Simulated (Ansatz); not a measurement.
**CH₆N₂OSi: a ladder of functionals and wavefunction methods**

Aim: compute CH₆N₂OSi with functionals from several rungs and with coupled cluster. The yardstick is the atomisation energy at the CCSD(T) limit.

Method: functionals in def2-TZVPP, the program's frozen cores in correlated methods; program: Ansatz 0.2.0, Gaussian basis.

Plan: PBE-D4, r2SCAN-D4, PBE0-D4, B3LYP-D4, ωB97X-V, ωB97M-V, B2PLYP; CCSD(T)/def2-TZVPP; MP2/def2-QZVPP; extrapolation to the limit.

### 1 Structure used throughout

The geometry comes from an earlier relaxation with PBE0-D4 in a triple-zeta def2 set; it is a stationary point, not always the lowest conformer.

SMILES `C=N[SiH](N)O`, 11 atoms, charge 0, spin multiplicity 1.

Atoms are counted from 1 here; the program's logs count them from 0.

Bond lengths: C1–N2 1.258 Å, C1–H6 1.100 Å, C1–H7 1.097 Å, N2–Si3 1.735 Å, Si3–N4 1.709 Å, Si3–O5 1.647 Å, Si3–H8 1.481 Å, N4–H9 1.008 Å, N4–H10 1.008 Å, O5–H11 0.958 Å. Angles: N2–C1–H6 123.9°, N2–C1–H7 120.2°, H6–C1–H7 115.9°, C1–N2–Si3 125.1°, N2–Si3–N4 114.0°, N2–Si3–O5 107.0°, N2–Si3–H8 107.0°, N4–Si3–O5 109.4°, N4–Si3–H8 106.5°, O5–Si3–H8 113.1°, Si3–N4–H9 118.7°, Si3–N4–H10 120.2°, H9–N4–H10 110.7°, Si3–O5–H11 116.3°.

### 2 PBE-D4 (GGA)

The input, in.yaml:

```yaml
crystal:
  periodic: [false, false, false]
  atoms:
    - {symbol: C, position_ang: [-1.525769, 1.450221, 0.076462]}
    - {symbol: N, position_ang: [-1.099650, 0.391741, 0.606448]}
    - {symbol: Si, position_ang: [0.063215, -0.682946, -0.103619]}
    - {symbol: N, position_ang: [1.471510, -0.902235, 0.838752]}
    - {symbol: O, position_ang: [0.476386, -0.047269, -1.566260]}
    - {symbol: H, position_ang: [-1.205430, 1.814620, -0.910270]}
    - {symbol: H, position_ang: [-2.261810, 2.072782, 0.600718]}
    - {symbol: H, position_ang: [-0.582561, -2.012084, -0.208858]}
    - {symbol: H, position_ang: [1.465619, -1.605149, 1.560815]}
    - {symbol: H, position_ang: [2.021393, -0.105856, 1.121798]}
    - {symbol: H, position_ang: [1.242496, -0.430726, -1.995387]}
basis:
  gaussian: {orbitals: def2-TZVPP}
hamiltonian: {xc: pbe, dispersion: d4}
output: {forces: true, orbitals: {seedname: orbitals}}
```

Run with:

```sh
$ ansatz run in.yaml --threads 4 --pin off --events-out ev --progress --plain --max-ram 10444MiB
```

The log of the run, shortened:

```text
Functional definition: PBE
  name "PBE"
  cite "Perdew, Burke & Ernzerhof, Phys. Rev. Lett. 77, 3865 (1996) doi:10.1103/PhysRevLett.77.3865"
  parent pbe
[...]
1283 factors; their error is unknown
[...]
mean field -14033.10977673 eV, -515.7072723113 hartree, gradient 5.3e-5 eV, S^2 0.000000; 0 other end points of the search recorded, 0 dependent functions left out
[...]
reference -14033.10982092 eV, -515.7072739355 hartree; 24, 24 occupied and 226, 226 virtual orbitals, 1283 factors
Total energy: -14033.33551729 eV, -515.7155681238 hartree
Atom 0 at    -1.525769     1.450221     0.076462 Å, force    -0.212636     0.486471    -0.209006 eV/Å
Atom 1 at    -1.099650     0.391741     0.606448 Å, force     0.065417    -0.526857     0.453957 eV/Å
Atom 2 at     0.063215    -0.682946    -0.103619 Å, force    -0.110290    -0.216482     0.110930 eV/Å
Atom 3 at     1.471510    -0.902235     0.838752 Å, force     0.111999    -0.097670    -0.129557 eV/Å
Atom 4 at     0.476386    -0.047269    -1.566260 Å, force    -0.220376     0.376514    -0.271811 eV/Å
Atom 5 at    -1.205430     1.814620    -0.910270 Å, force     0.056000     0.113562    -0.236112 eV/Å
Atom 6 at    -2.261810     2.072782     0.600718 Å, force    -0.171699     0.162444     0.114551 eV/Å
Atom 7 at    -0.582561    -2.012084    -0.208858 Å, force    -0.085842    -0.155440     0.016078 eV/Å
Atom 8 at     1.465619    -1.605149     1.560815 Å, force     0.014267    -0.232909     0.258286 eV/Å
Atom 9 at     2.021393    -0.105856     1.121798 Å, force     0.191784     0.263570     0.110586 eV/Å
Atom 10 at     1.242496    -0.430726    -1.995387 Å, force     0.361376    -0.173203    -0.217904 eV/Å
Dipole moment:     0.322945     0.071796    -0.001144 e Å
```

It took 2.5 s on 4 threads of Intel Xeon Platinum 8259CL at 2.50GHz, shared host; peak memory 0.32 GiB.

Atomisation energy: 1019.7 kcal/mol (free atoms -13989.116 eV, run apart). HOMO -5.54 eV, LUMO -1.85 eV.

### 3 r2SCAN-D4 (meta-GGA)

Edit in.yaml of step 2 so:

```diff
@@ -16,3 +16,3 @@
   gaussian: {orbitals: def2-TZVPP}
-hamiltonian: {xc: pbe, dispersion: d4}
+hamiltonian: {xc: r2scan, dispersion: d4}
 output: {forces: true, orbitals: {seedname: orbitals}}
```

Same command.

The log of the run, shortened:

```text
Functional definition: r2SCAN
  name "r2SCAN"
  cite "Furness, Kaplan, Ning, Perdew & Sun, J. Phys. Chem. Lett. 11, 8208 (2020) doi:10.1021/acs.jpclett.0c02405"
  cite "Furness, Kaplan, Ning, Perdew & Sun, J. Phys. Chem. Lett. 11, 9248 (2020) doi:10.1021/acs.jpclett.0c03077"
  parent r2scan
[...]
1283 factors; their error is unknown
[...]
mean field -14040.49519751 eV, -515.9786815192 hartree, gradient 7.6e-5 eV, S^2 0.000000; 0 other end points of the search recorded, 0 dependent functions left out
[...]
reference -14040.49521012 eV, -515.9786819824 hartree; 24, 24 occupied and 226, 226 virtual orbitals, 1283 factors
Total energy: -14040.55125664 eV, -515.9807416540 hartree
Atom 0 at    -1.525769     1.450221     0.076462 Å, force    -0.095856     0.218164    -0.095113 eV/Å
Atom 1 at    -1.099650     0.391741     0.606448 Å, force     0.086834    -0.251607     0.122420 eV/Å
Atom 2 at     0.063215    -0.682946    -0.103619 Å, force    -0.031124    -0.055607     0.011382 eV/Å
Atom 3 at     1.471510    -0.902235     0.838752 Å, force     0.002396    -0.030810    -0.035487 eV/Å
Atom 4 at     0.476386    -0.047269    -1.566260 Å, force    -0.016108     0.045314    -0.030023 eV/Å
Atom 5 at    -1.205430     1.814620    -0.910270 Å, force     0.001092     0.025114    -0.035603 eV/Å
Atom 6 at    -2.261810     2.072782     0.600718 Å, force    -0.012971     0.022268     0.004782 eV/Å
Atom 7 at    -0.582561    -2.012084    -0.208858 Å, force     0.006373     0.023209     0.012065 eV/Å
Atom 8 at     1.465619    -1.605149     1.560815 Å, force     0.018830     0.009336     0.037647 eV/Å
Atom 9 at     2.021393    -0.105856     1.121798 Å, force     0.014263     0.006030     0.030610 eV/Å
Atom 10 at     1.242496    -0.430726    -1.995387 Å, force     0.026271    -0.011410    -0.022678 eV/Å
Dipole moment:     0.320922     0.081728    -0.007086 e Å
```

Wall time 4.1 s (4 threads of Intel Xeon Platinum 8259CL at 2.50GHz, shared host); peak memory 0.35 GiB.

With the free atoms at this level, -13997.384 eV in sum, the atomisation energy is 995.4 kcal/mol. HOMO -5.81 eV, LUMO -1.62 eV.

### 4 PBE0-D4 (hybrid)

Edit in.yaml of step 3 so:

```diff
@@ -16,3 +16,3 @@
   gaussian: {orbitals: def2-TZVPP}
-hamiltonian: {xc: r2scan, dispersion: d4}
-output: {forces: true, orbitals: {seedname: orbitals}}
+hamiltonian: {xc: pbe0, dispersion: d4}
+output: {orbitals: {seedname: orbitals}}
```

Launched as before.

The log of the run:

```text
Functional definition: PBE0
  name "PBE0"
  cite "Adamo & Barone, J. Chem. Phys. 110, 6158 (1999) doi:10.1063/1.478522"
  cite "Perdew, Burke & Ernzerhof, Phys. Rev. Lett. 77, 3865 (1996) doi:10.1103/PhysRevLett.77.3865"
  parent pbe
  parameter a = 0.25
  parameter kappa = 0.804
  parameter beta = 0.06672455060314922
  exchange = (1 - a)*pbe_x(kappa = kappa, mu = beta*pi^2/3) + a*exact_x
  correlation = pbe_c(beta = beta)
1286 factors; their error is unknown
mean field evaluation 1: about -14021.1832 eV, gradient 8.5e1 eV
mean field evaluation 2: about -14007.2822 eV, gradient 1.2e2 eV
mean field evaluation 4: about -14033.9826 eV, gradient 8.3e0 eV
mean field evaluation 8: about -14034.1223 eV, gradient 1.6e-1 eV
mean field evaluation 16: about -14034.1498 eV, gradient 4.9e-5 eV
mean field -14034.14981986 eV, -515.7454931915 hartree, gradient 4.9e-5 eV, S^2 0.000000; 0 other end points of the search recorded, 0 dependent functions left out
reference -14034.14985266 eV, -515.7454943967 hartree; 24, 24 occupied and 226, 226 virtual orbitals, 1286 factors
Total energy: -14034.33961624 eV, -515.7524680797 hartree
```

Run time: 2.7 s. Hardware: 4 threads of Intel Xeon Platinum 8259CL at 2.50GHz, shared host; peak memory 0.58 GiB.

With the free atoms at this level, -13991.205 eV in sum, the atomisation energy is 994.7 kcal/mol. HOMO -6.97 eV, LUMO -0.74 eV.

### 5 B3LYP-D4 (hybrid)

B3LYP here takes the VWN-RPA correlation.

Edit in.yaml of step 4 so:

```diff
@@ -16,3 +16,3 @@
   gaussian: {orbitals: def2-TZVPP}
-hamiltonian: {xc: pbe0, dispersion: d4}
-output: {orbitals: {seedname: orbitals}}
+hamiltonian: {xc: {name: B3LYP}, dispersion: d4}
+output: {forces: true, orbitals: {seedname: orbitals}}
```

Launched as before.

The log of the run, shortened:

```text
Functional definition: B3LYP
  name "B3LYP"
  cite "Stephens, Devlin, Chabalowski & Frisch, J. Phys. Chem. 98, 11623 (1994) doi:10.1021/j100096a001"
  cite "Becke, Phys. Rev. A 38, 3098 (1988) doi:10.1103/PhysRevA.38.3098"
  cite "Lee, Yang & Parr, Phys. Rev. B 37, 785 (1988) doi:10.1103/PhysRevB.37.785"
  cite "Vosko, Wilk & Nusair, Can. J. Phys. 58, 1200 (1980) doi:10.1139/p80-159"
[...]
1286 factors; their error is unknown
[...]
mean field -14045.25661497 eV, -516.1536603834 hartree, gradient 1.4e-5 eV, S^2 0.000000; 0 other end points of the search recorded, 0 dependent functions left out
[...]
reference -14045.25689538 eV, -516.1536706881 hartree; 24, 24 occupied and 226, 226 virtual orbitals, 1286 factors
Total energy: -14045.61947424 eV, -516.1669952155 hartree
Atom 0 at    -1.525769     1.450221     0.076462 Å, force    -0.121837     0.207415    -0.036155 eV/Å
Atom 1 at    -1.099650     0.391741     0.606448 Å, force     0.018944    -0.063879     0.040211 eV/Å
Atom 2 at     0.063215    -0.682946    -0.103619 Å, force    -0.128785    -0.226658     0.056529 eV/Å
Atom 3 at     1.471510    -0.902235     0.838752 Å, force     0.055804    -0.005122     0.058792 eV/Å
Atom 4 at     0.476386    -0.047269    -1.566260 Å, force     0.049997     0.024194    -0.110836 eV/Å
Atom 5 at    -1.205430     1.814620    -0.910270 Å, force    -0.031730    -0.008129     0.064242 eV/Å
Atom 6 at    -2.261810     2.072782     0.600718 Å, force     0.043654    -0.021928    -0.048924 eV/Å
Atom 7 at    -0.582561    -2.012084    -0.208858 Å, force     0.040068     0.082514     0.003344 eV/Å
Atom 8 at     1.465619    -1.605149     1.560815 Å, force     0.028759     0.002565     0.014967 eV/Å
Atom 9 at     2.021393    -0.105856     1.121798 Å, force     0.024373    -0.011768     0.016089 eV/Å
Atom 10 at     1.242496    -0.430726    -1.995387 Å, force     0.020753     0.020798    -0.058259 eV/Å
Dipole moment:     0.309898     0.082100    -0.009514 e Å
```

It took 4.1 s on 4 threads of Intel Xeon Platinum 8259CL at 2.50GHz, shared host; peak memory 0.69 GiB.

With the free atoms at this level, -14002.128 eV in sum, the atomisation energy is 1002.9 kcal/mol. HOMO -6.76 eV, LUMO -0.99 eV.

### 6 ωB97X-V (range-separated)

Edit in.yaml of step 5 so:

```diff
@@ -16,3 +16,3 @@
   gaussian: {orbitals: def2-TZVPP}
-hamiltonian: {xc: {name: B3LYP}, dispersion: d4}
-output: {forces: true, orbitals: {seedname: orbitals}}
+hamiltonian: {xc: {name: wB97X-V}}
+output: {orbitals: {seedname: orbitals}}
```

Same command.

The log of the run, shortened:

```text
Functional definition: wB97X-V
  name "wB97X-V"
  cite "Mardirossian & Head-Gordon, Phys. Chem. Chem. Phys. 16, 9904 (2014) doi:10.1039/C3CP54374A"
  cite "Becke, J. Chem. Phys. 107, 8554 (1997) doi:10.1063/1.475007"
  cite "Vydrov & Van Voorhis, J. Chem. Phys. 133, 244103 (2010) doi:10.1063/1.3521275"
[...]
      + integral(e_c_pw_opposite_spin*poly(b97_u_opposite, cos0, cos1)) + vv10(b, c)
1286 factors; their error is unknown
304 factors; integrals over basis functions are off by at most 1.2e-5 eV
[...]
mean field -14041.28918866 eV, -516.0078601554 hartree, gradient 3.0e-5 eV, S^2 0.000000; 0 other end points of the search recorded, 0 dependent functions left out
reference -14041.28918658 eV, -516.0078600792 hartree; 24, 24 occupied and 226, 226 virtual orbitals, 1286 factors
Total energy: -14041.28918658 eV, -516.0078600792 hartree
```

Run time: 6.5 s. Hardware: 4 threads of Intel Xeon Platinum 8259CL at 2.50GHz, shared host; peak memory 0.72 GiB.

With the free atoms at this level, -13997.755 eV in sum, the atomisation energy is 1003.9 kcal/mol. HOMO -9.43 eV, LUMO 1.60 eV.

### 7 ωB97M-V (range-separated)

Edit in.yaml of step 6 so:

```diff
@@ -16,3 +16,3 @@
   gaussian: {orbitals: def2-TZVPP}
-hamiltonian: {xc: {name: wB97X-V}}
-output: {orbitals: {seedname: orbitals}}
+hamiltonian: {xc: {name: wB97M-V}}
+output: {forces: true, orbitals: {seedname: orbitals}}
```

Same command.

The log of the run, shortened:

```text
Functional definition: wB97M-V
  name "wB97M-V"
  cite "Mardirossian & Head-Gordon, J. Chem. Phys. 144, 214110 (2016) doi:10.1063/1.4952647"
  cite "Becke, J. Chem. Phys. 107, 8554 (1997) doi:10.1063/1.475007"
  cite "Vydrov & Van Voorhis, J. Chem. Phys. 133, 244103 (2010) doi:10.1063/1.3521275"
  # Of w^i u^j: cxij and so on, Table III.
[...]
  gx(w, u) = 1 - cx + cx01*u + cx10*w
  gss(w, u) = css00 + css04*u^4 + css10*w + css20*w^2 + css43*w^4*u^3
  gos(w, u) = cos00 + cos10*w + (cos20 + cos21*u)*w^2 + (cos60 + cos61*u)*w^6
[...]
      + integral(e_c_pw_mod_opposite_spin*gos(b97_w_opposite, b97_u_opposite)) + vv10(b, c)
1286 factors; their error is unknown
304 factors; integrals over basis functions are off by at most 1.2e-5 eV
[...]
Atom 1 at    -1.099650     0.391741     0.606448 Å, force    -0.026610     0.018512     0.045366 eV/Å
Atom 2 at     0.063215    -0.682946    -0.103619 Å, force    -0.115337    -0.236500     0.034984 eV/Å
Atom 3 at     1.471510    -0.902235     0.838752 Å, force     0.036264     0.005001     0.043745 eV/Å
Atom 4 at     0.476386    -0.047269    -1.566260 Å, force     0.052965     0.024809    -0.094925 eV/Å
Atom 5 at    -1.205430     1.814620    -0.910270 Å, force    -0.013397    -0.055584     0.088998 eV/Å
Atom 6 at    -2.261810     2.072782     0.600718 Å, force     0.072992    -0.066527    -0.052163 eV/Å
Atom 7 at    -0.582561    -2.012084    -0.208858 Å, force     0.075520     0.149628     0.004825 eV/Å
Atom 8 at     1.465619    -1.605149     1.560815 Å, force     0.012959     0.022029    -0.014386 eV/Å
Atom 9 at     2.021393    -0.105856     1.121798 Å, force    -0.002472    -0.028916     0.002026 eV/Å
Atom 10 at     1.242496    -0.430726    -1.995387 Å, force    -0.029887     0.027729     0.001532 eV/Å
Dipole moment:     0.307728     0.098115    -0.015091 e Å
```

Run time: 9 s. Hardware: 4 threads of Intel Xeon Platinum 8259CL at 2.50GHz, shared host; peak memory 0.87 GiB.

Atomisation energy: 1005.0 kcal/mol (free atoms -13998.243 eV, run apart). HOMO -9.34 eV, LUMO 1.46 eV.

### 8 B2PLYP (double hybrid)

Edit in.yaml of step 7 so:

```diff
@@ -16,3 +16,2 @@
   gaussian: {orbitals: def2-TZVPP}
-hamiltonian: {xc: {name: wB97M-V}}
-output: {forces: true, orbitals: {seedname: orbitals}}
+hamiltonian: {xc: {name: B2PLYP}}
```

Same command.

The log of the run, shortened:

```text
Functional definition: B2PLYP
  name "B2PLYP"
  cite "Grimme, J. Chem. Phys. 124, 034108 (2006) doi:10.1063/1.2148954"
  cite "Becke, Phys. Rev. A 38, 3098 (1988) doi:10.1103/PhysRevA.38.3098"
  cite "Lee, Yang & Parr, Phys. Rev. B 37, 785 (1988) doi:10.1103/PhysRevB.37.785"
[...]
1482 factors; integrals over basis functions are off by at most 9.0e-4 eV
[...]
mean field -14028.47844081 eV, -515.5370738555 hartree, gradient 7.0e-6 eV, S^2 0.000000; 0 other end points of the search recorded, 0 dependent functions left out
9 core orbitals not correlated: weight in the atoms' cores, before any rotation towards them, 1.000 or more for the frozen orbitals, at most 0.000 for the correlated occupied ones
reference -14028.47861662 eV, -515.5370803163 hartree; 15, 15 occupied and 226, 226 virtual orbitals, 1482 factors
second order -30.69136216 eV of doubles, -0.00000000 eV of singles
Total energy: -14036.76528440 eV, -515.8416097404 hartree
```

It took 5.5 s on 4 threads of Intel Xeon Platinum 8259CL at 2.50GHz, shared host; peak memory 0.65 GiB.

Atomisation energy: 990.9 kcal/mol (free atoms -13993.796 eV, run apart).

### 9 Frontier levels by functional

Dipoles come from the runs that computed forces. Levels, from each run's orbital file:

| functional | HOMO (eV) | LUMO (eV) | gap (eV) | dipole (D) |
| --- | --- | --- | --- | --- |
| PBE-D4 | -5.54 | -1.85 | 3.69 | 1.59 |
| r2SCAN-D4 | -5.81 | -1.62 | 4.19 | 1.59 |
| PBE0-D4 | -6.97 | -0.74 | 6.24 |  |
| B3LYP-D4 | -6.76 | -0.99 | 5.77 | 1.54 |
| ωB97X-V | -9.43 | 1.60 | 11.02 |  |
| ωB97M-V | -9.34 | 1.46 | 10.80 | 1.55 |

### 10 CCSD(T) in def2-TZVPP

Edit in.yaml of step 8 so:

```diff
@@ -16,2 +16,2 @@
   gaussian: {orbitals: def2-TZVPP}
-hamiltonian: {xc: {name: B2PLYP}}
+correlation: {method: ccsd_t}
```

The command is unchanged.

The log of the run, shortened:

```text
Functional definition: HF
  name "HF"
  cite "Fock, Z. Phys. 61, 126 (1930) doi:10.1007/BF01340294"
  parent pbe
[...]
1482 factors; integrals over basis functions are off by at most 9.0e-4 eV
[...]
mean field -13993.67433214 eV, -514.2580464529 hartree, gradient 8.5e-6 eV, S^2 0.000000; 0 other end points of the search recorded, 0 dependent functions left out
9 core orbitals not correlated: weight in the atoms' cores, before any rotation towards them, 1.000 or more for the frozen orbitals, at most 0.000 for the correlated occupied ones
reference -13993.67433214 eV, -514.2580464529 hartree; 15, 15 occupied and 226, 226 virtual orbitals, 1482 factors
second order -25.34640065 eV of doubles, -0.00000000 eV of singles
cycle   1  -25.47056944 eV  change   -1.2e-1 eV  update   1.0e-1
[...]
cycle   9  -26.19473153 eV  change   -1.9e-5 eV  update   3.4e-5
perturbative correction -1.05102486 eV, -0.0386244514 hartree
Total energy: -14020.92008853 eV, -515.2593095326 hartree
```

It took 91 s on 4 threads of Intel Xeon Platinum 8259CL at 2.50GHz, shared host; peak memory 5.5 GiB.

### 11 MP2 in def2-QZVPP

Edit in.yaml of step 10 so:

```diff
@@ -15,3 +15,3 @@
 basis:
-  gaussian: {orbitals: def2-TZVPP}
-correlation: {method: ccsd_t}
+  gaussian: {orbitals: "def2-QZVPP.json"}
+correlation: {method: mp2}
```

Launched as before.

The log of the run:

```text
Functional definition: HF
  name "HF"
  cite "Fock, Z. Phys. 61, 126 (1930) doi:10.1007/BF01340294"
  parent pbe
  exchange = exact_x
  correlation = 0
2866 factors; integrals over basis functions are off by at most 8.1e-4 eV
mean field evaluation 1: about -13988.2228 eV, gradient 5.5e1 eV
mean field evaluation 2: about -13988.3580 eV, gradient 5.5e1 eV
mean field evaluation 4: about -13994.1663 eV, gradient 4.2e0 eV
mean field evaluation 8: about -13994.2331 eV, gradient 3.3e-1 eV
mean field -13994.23435613 eV, -514.2786269550 hartree, gradient 3.5e-6 eV, S^2 0.000000; 0 other end points of the search recorded, 0 dependent functions left out
9 core orbitals not correlated: weight in the atoms' cores, before any rotation towards them, 1.000 or more for the frozen orbitals, at most 0.000 for the correlated occupied ones
reference -13994.23435613 eV, -514.2786269550 hartree; 15, 15 occupied and 454, 454 virtual orbitals, 2866 factors
second order -27.23558912 eV of doubles, -0.00000000 eV of singles
Total energy: -14021.46994525 eV, -515.2795163942 hartree
```

Run time: 21 s. Hardware: 4 threads of Intel Xeon Platinum 8259CL at 2.50GHz, shared host; peak memory 2.8 GiB.

The pieces so far (eV):

| basis | HF | MP2 correlation | CCSD correlation | (T) | total |
| --- | --- | --- | --- | --- | --- |
| def2-TZVPP | -13993.6743 | -25.3464 | -26.1947 | -1.0510 | -14020.9201 |
| def2-QZVPP | -13994.2344 | -27.2356 |  |  | -14021.4699 (MP2) |

The report of the def2-TZVPP run gives T1 = 0.0121.

### 12 The basis-set limit

This step is arithmetic on the last runs, with X = 3 and 4: exp(−7.88√X) for Hartree-Fock, X^−2.97 for correlation; only MP2 was run in the larger set, so CCSD(T) minus MP2 is added from the smaller one.

| level | energy at the limit (eV) |
| --- | --- |
| HF | -13994.3115 |
| MP2 | -14022.9465 |
| CCSD | -14023.7948 |
| CCSD(T) | -14024.8458 |

### 13 All levels against the reference

Free atoms (1 C, 2 N, 1 Si, 1 O, 6 H) were run apart at each level; the atomisation energy is their sum less the molecule, without zero-point or spin-orbit terms.

Differences are taken before rounding.

| method | rung | atoms, summed (eV) | atomisation energy (kcal/mol) | from CCSD(T)/CBS (kcal/mol) | time |
| --- | --- | --- | --- | --- | --- |
| PBE-D4 | GGA | -13989.116 | 1019.7 | +18.1 | 2.5 s |
| r2SCAN-D4 | meta-GGA | -13997.384 | 995.4 | -6.2 | 4.1 s |
| PBE0-D4 | hybrid | -13991.205 | 994.7 | -6.9 | 2.7 s |
| B3LYP-D4 | hybrid | -14002.128 | 1002.9 | +1.3 | 4.1 s |
| ωB97X-V | range-separated | -13997.755 | 1003.9 | +2.3 | 6.5 s |
| ωB97M-V | range-separated | -13998.243 | 1005.0 | +3.4 | 9 s |
| B2PLYP | double hybrid | -13993.796 | 990.9 | -10.7 | 5.5 s |
| HF/def2-TZVPP | wavefunction | -13963.885 | 687.0 | -314.6 |  |
| MP2/def2-TZVPP | wavefunction | -13976.226 | 986.9 | -14.8 |  |
| CCSD/def2-TZVPP | wavefunction | -13978.607 | 951.5 | -50.1 |  |
| CCSD(T)/def2-TZVPP | wavefunction | -13978.930 | 968.3 | -33.3 | 91 s |
| MP2/CBS | wavefunction | -13978.708 | 1020.2 | +18.6 |  |
| CCSD(T)/CBS | wavefunction | -13981.412 | 1001.6 | 0 | 1.9 min |

Among the levels timed on like hardware and quicker than the yardstick, those that no quicker one beats, quickest first: PBE-D4 (2.5 s, +18.1 kcal/mol); PBE0-D4 (2.7 s, -6.9 kcal/mol); B3LYP-D4 (4.1 s, +1.3 kcal/mol).

B2PLYP carry no dispersion term (for B3LYP, D4 adds 8.4 kcal/mol).

Times are those of the molecule's run; HF, MP2 and CCSD come out of the CCSD(T) runs, and the limit's time is the sum of the runs that it needs.

### 14 Outcome

```
                               quantity                                 value
        atomisation energy, CCSD(T)/CBS                       1001.6 kcal/mol
functionals within 5.0 kcal/mol (0.5 %)            B3LYP-D4, ωB97X-V, ωB97M-V
                               farthest               PBE-D4 (+18.1 kcal/mol)
             mean size of error, hybrid                          4.1 kcal/mol
    mean size of error, range-separated                          2.9 kcal/mol
              gap, smallest and largest  3.69 eV (PBE-D4), 11.02 eV (ωB97X-V)
                          T1 diagnostic                                0.0121
triples share of the correlation energy                                 3.9 %
```

What this shows: PBE-D4 is off by +18.1 kcal/mol. Double hybrids carry the basis error of their MP2 part in triple zeta, and no dispersion term here, so their miss is partly the set-up's. Misses under about 5.0 kcal/mol are within the doubt on the reference itself, which lacks core-valence correlation, relativity and higher excitations. Hartree-Fock recovers 69 % of the binding; the rest is correlation. Orbital gaps span 3.7 to 11.0 eV; exact exchange widens them.

For cost: B3LYP-D4 gets within 1.3 kcal/mol in 4.1 s, where CCSD(T)/CBS took 1.9 min; the quickest level in the cost chart, PBE-D4, takes 2.5 s and misses by 18.1 kcal/mol.
